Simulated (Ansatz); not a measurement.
# KCl (rocksalt type): maximally localised Wannier functions

Aim: build maximally localised Wannier functions for KCl (rocksalt type) from several sets of trial orbitals, and check spreads and centres, and how well the models interpolate the bands. Plan: PBE, anion s p, 4×4×4; PBE, anion s p, 6×6×6; PBE, anion p, 4×4×4; PBE, cation s and anion p, disentangled, 4×4×4; r2SCAN, anion s p, 4×4×4; r2SCAN, cation s and anion p, disentangled, 4×4×4; r2SCAN, anion p, 4×4×4; HSE06, anion s p, 4×4×4; HSE06, cation s and anion p, disentangled, 4×4×4 (level, trial orbitals, Wannier mesh).

Computed with Ansatz 0.2.0 (plane waves, PAW, unless a step's input says otherwise).

## Step 1: The starting structure

It takes space group Fm-3m (No. 225, cubic). The conventional cell has a = 6.290 Å, b = 6.290 Å, c = 6.290 Å, α = 90.00°, β = 90.00°, γ = 90.00°. Around K (site symmetry m-3m) lie 6 Cl at 3.14 Å. Cl (site symmetry m-3m) has 6 K at 3.14 Å in its first shell of neighbours.

As a file:

```
CELL_PARAMETERS angstrom
0.00000 3.14485 3.14485
3.14485 0.00000 3.14485
3.14485 3.14485 0.00000
ATOMIC_POSITIONS crystal
K 0.00000 0.00000 0.00000
Cl 0.50000 0.50000 0.50000
```

Cell and atoms come from an earlier r2SCAN relaxation.

## Step 2: PBE, anion s p, 4×4×4

input.yaml reads:

```yaml
crystal:
  lattice:
    - [0.0, 3.1448483221, 3.1448483221]
    - [3.1448483221, 0.0, 3.1448483221]
    - [3.1448483221, 3.1448483221, 0.0]
  atoms:
    - { symbol: K, position: [0.0, 0.0, 0.0] }
    - { symbol: Cl, position: [0.5, 0.5, 0.5] }
kpoints:
  mp_grid: { grid: [6, 6, 6] }
  band_path:
    path:
      - [[0.0, 0.0, 0.0], [0.5, -3.645513519186e-35, 0.5], [0.625, 0.25, 0.625]]
      - [[0.375, 0.375, 0.75], [0.0, 0.0, 0.0], [0.5, 0.5, 0.5], [0.5, 0.25, 0.75], [0.5, -3.645513519186e-35, 0.5]]
    npoints: 10
hamiltonian:
  xc: pbe
scf:
  occupations: { method: fixed }
  n_extra_bands: 6
output:
  forces: false
  stress: false
  eigenvalues: true
  wannier:
    kmesh: [4, 4, 4]
    projections: [{ species: Cl, l: s, shell: 3 }, { species: Cl, l: p, shell: 3 }]
    minimise: true
    write_hr: true
    conv_tol: 1.0e-08
    max_iter: 3000
  write_density: true
  write_potential: true
  elf: true
  volumetric_format: npy
```

Launch:

```console
ansatz run input.yaml --threads 4 --pin off --max-ram 3686MiB --backend cpu --events-out ev --progress --plain --runs-dir out
```

The runs that follow: PBE, anion s p, 6×6×6; PBE, anion p, 4×4×4; PBE, cation s and anion p, disentangled, 4×4×4; r2SCAN, anion s p, 4×4×4; r2SCAN, cation s and anion p, disentangled, 4×4×4; r2SCAN, anion p, 4×4×4; HSE06, anion s p, 4×4×4; HSE06, cation s and anion p, disentangled, 4×4×4.

Before running them: what should the planned runs give, taken together? Wanted: total spread, PBE, anion s p, 4×4×4; total spread, PBE, anion s p, 6×6×6; total spread, PBE, anion p, 4×4×4; total spread, PBE, cation s and anion p, disentangled, 4×4×4; total spread, r2SCAN, anion s p, 4×4×4; total spread, r2SCAN, cation s and anion p, disentangled, 4×4×4; total spread, r2SCAN, anion p, 4×4×4; total spread, HSE06, anion s p, 4×4×4; total spread, HSE06, cation s and anion p, disentangled, 4×4×4.

**Answer**, as computed:

| quantity | value |
| --- | --- |
| total spread, PBE, anion s p, 4×4×4 | 5.20 Å² over 4 functions |
| total spread, PBE, anion s p, 6×6×6 | 5.40 Å² over 4 functions |
| total spread, PBE, anion p, 4×4×4 | 4.20 Å² over 3 functions |
| total spread, PBE, cation s and anion p, disentangled, 4×4×4 | 8.16 Å² over 4 functions |
| total spread, r2SCAN, anion s p, 4×4×4 | 4.93 Å² over 4 functions |
| total spread, r2SCAN, cation s and anion p, disentangled, 4×4×4 | 8.27 Å² over 4 functions |
| total spread, r2SCAN, anion p, 4×4×4 | 4.14 Å² over 3 functions |
| total spread, HSE06, anion s p, 4×4×4 | 4.86 Å² over 4 functions |
| total spread, HSE06, cation s and anion p, disentangled, 4×4×4 | 8.09 Å² over 4 functions |
| centres of the first set | 0.41 Å from the nearest atom |

With PBE, anion s p, 4×4×4 the 4 functions move off the atoms, with a mean spread of 1.30 Å²; 88 % of the total is gauge invariant. The total spread goes from 5.20 Å² on 4×4×4 to 5.40 Å² on 6×6×6: finite differences in k understate it on coarse meshes, while the largest miss of a band goes from 0.01 to 0.00 eV. On one set and mesh the functional gives 5.20 (PBE), 4.93 (r2SCAN), 4.86 (HSE06) Å². The disentangled models miss some band by up to 0.8 eV, which may lie outside their frozen windows.
